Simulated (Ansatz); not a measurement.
# SrSn2O3: the cost of one run

Computed with Ansatz 0.2.0 (DFT PBE, scalar-relativistic, plane waves, PAW, unless a step's input says otherwise).

### Step 1. Starting point

The structure is hexagonal, space group P6mm (No. 183). Conventional cell: a = 5.579 Å, b = 5.579 Å, c = 3.919 Å, α = 90.00°, β = 90.00°, γ = 120.00°. Sr (site symmetry 6mm) is surrounded by 6 Sn at 3.23 Å and 12 O at 3.26 to 3.58 Å. Sn (site symmetry 3m) is surrounded by 6 O at 2.53 to 2.55 Å. O (site symmetry 2mm) is surrounded by 4 Sn at 2.53 to 2.55 Å and 4 Sr at 3.26 to 3.58 Å.

As a file:

```
CELL_PARAMETERS angstrom
5.57950 0.00000 0.00000
-2.78975 4.83198 0.00000
0.00000 0.00000 3.91887
ATOMIC_POSITIONS crystal
Sr 0.00000 0.00000 0.88881
Sn 0.66667 0.33333 0.96314
Sn 0.33333 0.66667 0.96314
O 0.50000 0.50000 0.45952
O 0.50000 0.00000 0.45952
O 0.00000 0.50000 0.45952
```

The cell is invented: species swapped into a database cell of ErCo3Ge2 (P6mm, No. 183), with Sr on the Er sites, O on the Co sites and Sn on the Ge sites. Its size is a rough estimate.

### Step 2. A first look at the guess

The input, input.yaml:

```yaml
crystal:
  lattice:
    - [5.5794956, 0.0, 0.0]
    - [-2.7897478, 4.83198493, 0.0]
    - [0.0, 0.0, 3.91886783]
  atoms:
    - { symbol: Sr, position: [0.0, 0.0, 0.88881302] }
    - { symbol: Sn, position: [0.66666667, 0.33333333, 0.96313798] }
    - { symbol: Sn, position: [0.33333333, 0.66666667, 0.96313798] }
    - { symbol: O, position: [0.5, 0.5, 0.45951599] }
    - { symbol: O, position: [0.5, 0.0, 0.45951599] }
    - { symbol: O, position: [0.0, 0.5, 0.45951599] }
basis:
  ecutwfc: 420
kpoints:
  mp_grid: { grid: [6, 6, 4] }
hamiltonian:
  xc: pbe
scf:
  occupations: { method: gaussian, width: 0.1 }
  lower_state_search: "off"
output:
  forces: true
  stress: true
  eigenvalues: true
```

Started as:

```sh
ansatz run input.yaml --threads 1 --pin off --max-ram 2560MiB --backend cpu --events-out ev --progress --plain --runs-dir out
```

Q: Estimate wall time and peak memory on 1 thread of AMD EPYC (Zen 3), shared host.

About 13 s, with a peak of 0.37 GiB.
